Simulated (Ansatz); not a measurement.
# Nb2SbS2: relaxing the atoms in a fixed cell

Aim: in Nb2SbS2, a borrowed structure type, volume estimated, relax the atoms in a fixed cell, then read levels, charges and fields where it ends.

Computed, not measured: Ansatz 0.2.0, DFT, PBEsol, no spin polarisation, plane waves, PAW.

## Step 1: Geometry

The structure is trigonal, space group R-3m (No. 166). The conventional cell has a = 3.574 Å, b = 3.574 Å, c = 27.800 Å, α = 90.00°, β = 90.00°, γ = 120.00°. Nb (site symmetry 3m) has 3 Sb at 2.35 Å and 3 S at 2.70 Å as nearest neighbours. S (site symmetry 3m) has 3 Nb at 2.70 Å as nearest neighbours. Sb (site symmetry -3m) has 6 Nb at 2.35 Å as nearest neighbours.

As a file:

```
Nb S Sb
1.0
     1.78708    3.09531    0.00000
    -1.78708    3.09531    0.00000
     0.00000   -2.06354    9.26654
Nb S Sb
2 2 1
Direct
  0.37400 0.37400 0.12200
  0.62600 0.62600 0.87800
  0.23000 0.23000 0.69000
  0.77000 0.77000 0.31000
  0.00000 0.00000 0.00000
```

It starts from an earlier solution of the starting cell (checkpoint.read).

## Step 2: The walk to rest

input.yaml reads:

```yaml
crystal:
  lattice:
    - [1.78707996, 3.09530661, 0.0]
    - [-1.78707996, 3.09530661, 0.0]
    - [0.0, -2.0635374, 9.2665409]
  atoms:
    - { symbol: Nb, position: [0.374, 0.374, 0.122] }
    - { symbol: Nb, position: [0.626, 0.626, 0.878] }
    - { symbol: S, position: [0.23, 0.23, 0.69] }
    - { symbol: S, position: [0.77, 0.77, 0.31] }
    - { symbol: Sb, position: [0.0, 0.0, 0.0] }
  symmetry: { tolerance: 0.0003 }
kpoints:
  mp_grid: { grid: [6, 6, 6], shift: [0, 0, 0] }
magnetization:
  spin_polarized: false
scf:
  occupations: { method: fermi_dirac }
  lower_state_search: "off"
hamiltonian:
  pseudopotentials: { kind: paw }
  xc: pbesol
basis:
  ecutwfc: 420
  fft_grid_basis: typed
relax:
  max_steps: 60
output:
  forces: true
  stress: true
  eigenvalues: true
  bader: true
  populations: true
  elf: true
  write_potential: true
  volumetric_format: npy
  dos:
    e_range: [-12, 8]
    de: 0.05
    projected: { site_lists: { Nb: [Nb], S: [S], Sb: [Sb] } }
checkpoint:
  read: saved_state
```

Launch:

```console
ansatz run input.yaml --threads 2 --pin off --max-ram 2560MiB --backend cpu --events-out ev --progress --plain --runs-dir out
```

What does the calculation give? Wanted: moves; energy gained; largest move; pressure left in the fixed cell; character; Bader charges.

As calculated:

| quantity | value |
| --- | --- |
| moves | 7 |
| energy gained | 1457.6 meV/atom |
| largest move | 0.93 Å (Nb) |
| space group (0.01 Å), before / after | R-3m / R-3m |
| pressure left in the fixed cell | -3.2 GPa |
| character | metal |
| density of states, mean within 0.25 eV of the Fermi level | 5.1 per eV per cell |
| Bader charges | Nb +1.26, S -0.90, Sb -0.71 e |

In the fixed cell the largest move of an atom is 0.93 Å; the energy fell by 1457.6 meV per atom. The fixed cell still holds a mean pressure of -3.2 GPa, from stresses of opposite sign along its axes, so its shape would change if let free. The run held to 12 symmetry operations, so a lower structure without them is not ruled out. The cell is metallic; within 0.25 eV of the Fermi level the density of states averages 5.1 per eV per cell, mostly Nb d (79 %). By Bader's partition Nb gives up most (+1.26 e) and S takes most (-0.90 e).

Keep in mind: an odd count of electrons without spin polarisation forces a partly filled band; the k mesh is coarse for a cell without a gap; the SCF threshold is loose for a stress.
